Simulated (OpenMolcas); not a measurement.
**Mn²⁺ among point charges: CASSCF levels and susceptibility**

How does a field of 5 point charges split the states of Mn²⁺, and what χT follows?

The numbers are computed with OpenMolcas 26.06 (state-averaged CASSCF, spin-orbit coupling by RASSI with atomic mean-field integrals), except any that are marked as measured or tabulated.

1 further run of the same task is left out (it didn't finish).

## (1) The system

```
Species                           : Mn²⁺ (manganese, Z = 25, 23 electrons)
Basis                             : ANO-RCC-VDZP [5s4p2d1f], 34 functions
Scalar Hamiltonian                : DKH2, point nucleus
Inactive shells                   : 1s 2s 2p 3s 3p
Active space                      : 5 electrons in 5 orbitals (3d)
Some configurations of this space : 3d⁵
Orbitals                          : optimised for each spin and parity, averaged over all roots
```

The outer shells:

3d5
```
3d [↑ ][↑ ][↑ ][↑ ][↑ ]
```

The ion sits among 5 point charges of -2 e arranged as a trigonal bipyramid (D3h), 1.89 Å from the ion, with the axial distance 1.795 Å. The active orbitals were held to one l.

Each step is its own input file, run in one work folder so that later steps find the files of earlier ones. Labels, J, g values, rates, χT and fits are worked out afterwards by a script from the matrices that RASSI stores.

## (2) Basis and integrals

Contents of a.inp:

```
&GATEWAY
Coord
1

Mn 0.0 0.0 0.0
Basis=ANO-RCC-VDZP
Group=NoSym
NoMove
AngMom=0.0 0.0 0.0
AMFI
XField
5 Angstrom 0
1.890000 0.000000 0.000000 -2.000000
-0.945000 1.636788 0.000000 -2.000000
-0.945000 -1.636788 0.000000 -2.000000
0.000000 0.000000 1.795500 -2.000000
0.000000 0.000000 -1.795500 -2.000000
&SEWARD
```

Command:

```
$ OMP_NUM_THREADS=1 MOLCAS_MEM=1689 MOLCAS_PROJECT=a pymolcas a.inp > a.log
```

## (3) Reference wave functions, sextets, 1 root

Contents of a.inp:

```
&RASSCF
FileOrb=start.orb
Symmetry=1
Spin=6
nActEl=5 0 0
Inactive=9
Ras2=5
CIRoot=1 1 1
SDav=1
CIMx=300
Iter=120 100
PrWF=0.3
OrbListing=Nothing
MaxOrb=0
SupSym
1
10 10 11 12 13 14 23 24 25 26 27
>>> COPY $Project.JobIph JOB001
```

start.orb holds the contracted functions of the basis, ordered by shell, or the orbitals of the step before.

## (4) Reference wave functions, quartets, 24 roots

Contents of a.inp:

```
&RASSCF
FileOrb=start.orb
Symmetry=1
Spin=4
nActEl=5 0 0
Inactive=9
Ras2=5
CIRoot=24 24 1
SDav=24
CIMx=300
Iter=120 100
PrWF=0.3
OrbListing=Nothing
MaxOrb=0
SupSym
1
10 10 11 12 13 14 23 24 25 26 27
>>> COPY $Project.JobIph JOB002
```

## (5) Reference wave functions, doublets, 75 roots

Contents of a.inp:

```
&RASSCF
FileOrb=start.orb
Symmetry=1
Spin=2
nActEl=5 0 0
Inactive=9
Ras2=5
CIRoot=75 75 1
SDav=75
CIMx=300
Iter=120 100
PrWF=0.3
OrbListing=Nothing
MaxOrb=0
SupSym
1
10 10 11 12 13 14 23 24 25 26 27
>>> COPY $Project.JobIph JOB003
```

## (6) State interaction with spin-orbit coupling

Contents of a.inp:

```
&RASSI
NrOfJobIphs=3 1 24 75
1
1 2 3 4 5 6 7 8 9 10 11 12 13 14 15 16 17 18 19 20 21 22 23 24
1 2 3 4 5 6 7 8 9 10 11 12 13 14 15 16 17 18 19 20 21 22 23 24 25 26 27
28 29 30 31 32 33 34 35 36 37 38 39 40 41 42 43 44 45 46 47 48 49 50 51
52 53 54 55 56 57 58 59 60 61 62 63 64 65 66 67 68 69 70 71 72 73 74 75
IphNames
JOB001
JOB002
JOB003
EJob
SpinOrbit
DIPRint=1.0
SOCoupling=1000.0
Subsets=2
Property=9
'ANGMOM' 1 'ANGMOM' 2 'ANGMOM' 3 'MLTPL  1' 1 'MLTPL  1' 2 'MLTPL  1' 3
'AMFI' 1 'AMFI' 2 'AMFI' 3
SOProperty=3
'ANGMOM' 1 'ANGMOM' 2 'ANGMOM' 3
```

What does the calculation give? Wanted: spin-free ground state; lowest level; next level.

As calculated:

| quantity | value |
| --- | --- |
| method | CASSCF |
| spin-free ground state | 6A1, 1-fold in its orbital part |
| lowest level | 2-fold E1/2, g = 0.00, 0.00, 10.01 |
| next level | 0.5 cm⁻¹ |
| χT at 300 K | 4.39 cm³ K/mol |
| effective moment at 300 K | 5.92 μB |

**Reading.** The spin-free ground state (6A1) comes to 100 % from free-ion S terms and keeps the highest spin of the shell. χT at 300 K is 4.39, against 4.39 cm³ K/mol for the spin alone, as a half-filled shell (L = 0) has no orbital moment. An active space of the d shell alone favours high spin; real ions in strong fields can be low spin. The field of point charges can differ much from that of real complexes. With metal d orbitals alone active, the gaps between spin states are rough; where two lie within a few thousand cm-1, their order is open. This is an electrostatic model: the charges have no orbitals.
